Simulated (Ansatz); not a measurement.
# Zn2SeS: the cost of one run

Program: Ansatz 0.2.0. PAW datasets, plane waves, zero pressure. All values are calculated for a non-magnetic cell, which may be hypothetical.

### Step 1. The structure to begin with

This is the cell as the run starts from it, not yet at rest; its lengths are not the crystal's.

Space group R3m (No. 160), trigonal; a = 3.695 Å, c = 18.101 Å in the conventional setting, 17.83 Å³ an atom. S has 4 Zn at 2.26 Å; Se has 4 Zn at 2.26 Å; Zn has 3 S at 2.26 Å and 1 Se at 2.26 Å; Zn has 3 Se at 2.26 Å and 1 S at 2.26 Å.

Coordinates:

```cif
data_structure
_symmetry_space_group_name_H-M 'R3m:H'
_symmetry_Int_Tables_number 160
_cell_length_a 3.6949
_cell_length_b 3.6949
_cell_length_c 18.1012
_cell_angle_alpha 90.000
_cell_angle_beta 90.000
_cell_angle_gamma 120.000
_cell_volume 214.01
loop_
_atom_site_label
_atom_site_type_symbol
_atom_site_symmetry_multiplicity
_atom_site_Wyckoff_symbol
_atom_site_fract_x
_atom_site_fract_y
_atom_site_fract_z
_atom_site_occupancy
S1 S 3 a 0.00000 0.00000 0.00000 1
Se1 Se 3 a 0.33333 0.66667 0.16667 1
Zn1 Zn 3 a 0.33333 0.66667 0.29167 1
Zn2 Zn 3 a 0.00000 0.00000 0.12500 1
```

### Step 2. Relaxing with PBE

The input, input.yaml:

```yaml
crystal:
  lattice:
    - [1.8474459888, 1.066623439, 6.0337333333]
    - [-1.8474459888, 1.066623439, 6.0337333333]
    - [0.0, -2.1332468779, 6.0337333333]
  atoms:
    - { symbol: S, position: [0.0, 0.0, 0.0] }
    - { symbol: Se, position: [0.5, 0.5, 0.5] }
    - { symbol: Zn, position: [0.625, 0.625, 0.625] }
    - { symbol: Zn, position: [0.125, 0.125, 0.125] }
kpoints:
  mp_grid: { grid: [8, 8, 8] }
hamiltonian:
  xc: pbe
scf:
  occupations: { method: fermi_dirac, width: 0.02 }
relax:
  f_tol: 0.005
  cell: {}
```

The run is started by

```sh
$ ansatz run input.yaml --threads 2 --pin off --max-ram 2211MiB --backend cpu --events-out ev --progress --plain --runs-dir out
```

**Question.** How long does this run take on 2 threads of Intel Xeon 6975P-C (Granite Rapids), shared host, and how much memory does it need?

About 25 s, with a peak of 0.51 GiB.
